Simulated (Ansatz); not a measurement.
# TlMoS2: the cost of one run

Method: DFT PBE+U (U_eff = 8 eV on Mo d), plane waves, PAW, no spin–orbit coupling unless a run says so, in Ansatz 0.2.0.

## Step 1: Starting point

The structure is trigonal, space group R-3m (No. 166). The conventional cell has a = 3.874 Å, b = 3.874 Å, c = 21.097 Å, α = 90.00°, β = 90.00°, γ = 120.00°. Around Tl (site symmetry -3m) lie 6 S at 3.08 Å. Mo (site symmetry -3m) has 6 S at 2.64 Å in its first shell of neighbours. S (site symmetry 3m) has 3 Mo at 2.64 Å and 3 Tl at 3.08 Å in its first shell of neighbours.

Structure file:

```
Tl Mo S
1.0
     1.93711    1.11839    7.03243
    -1.93711    1.11839    7.03243
     0.00000   -2.23678    7.03243
Tl Mo S
1 1 2
Direct
  0.50000 0.50000 0.50000
  0.00000 0.00000 0.00000
  0.26670 0.26670 0.26670
  0.73330 0.73330 0.73330
```

Magnetic order typed: ferromagnetic.

## Step 2: From atoms, symmetry kept, no search

Contents of input.yaml:

```yaml
crystal:
  lattice:
    - [1.93710542, 1.11838834, 7.03243187]
    - [-1.93710542, 1.11838834, 7.03243187]
    - [0.0, -2.23677667, 7.03243187]
  atoms:
    - { symbol: Tl, position: [0.5, 0.5, 0.5] }
    - { symbol: Mo, position: [0.0, 0.0, 0.0], spin: 3.0 }
    - { symbol: S, position: [0.2667, 0.2667, 0.2667] }
    - { symbol: S, position: [0.7333, 0.7333, 0.7333] }
basis:
  ecutwfc: 420
  ecutrho_ratio: 4
kpoints:
  mp_grid: { grid: [6, 6, 6] }
hamiltonian:
  xc: pbe
  hubbard: { sites: [{ site: 1, l: d, u_eff: 8.0 }] }
scf:
  occupations: { method: gaussian, width: 0.05 }
  lower_state_search: "off"
  max_iter: 150
output:
  forces: true
  stress: true
  eigenvalues: true
  populations: true
  hubbard: { sites: [{ site: 1, l: d }] }
magnetization:
  spin_polarized: true
```

Launch:

```
$ ansatz run input.yaml --threads 2 --pin off --max-ram 3072MiB --backend cpu --events-out ev --progress --plain --runs-dir out
```

What time and memory should one allow on 2 threads of AMD EPYC 7R13 (Zen 3), shared host?

About 5.4 s, with a peak of 0.56 GiB.
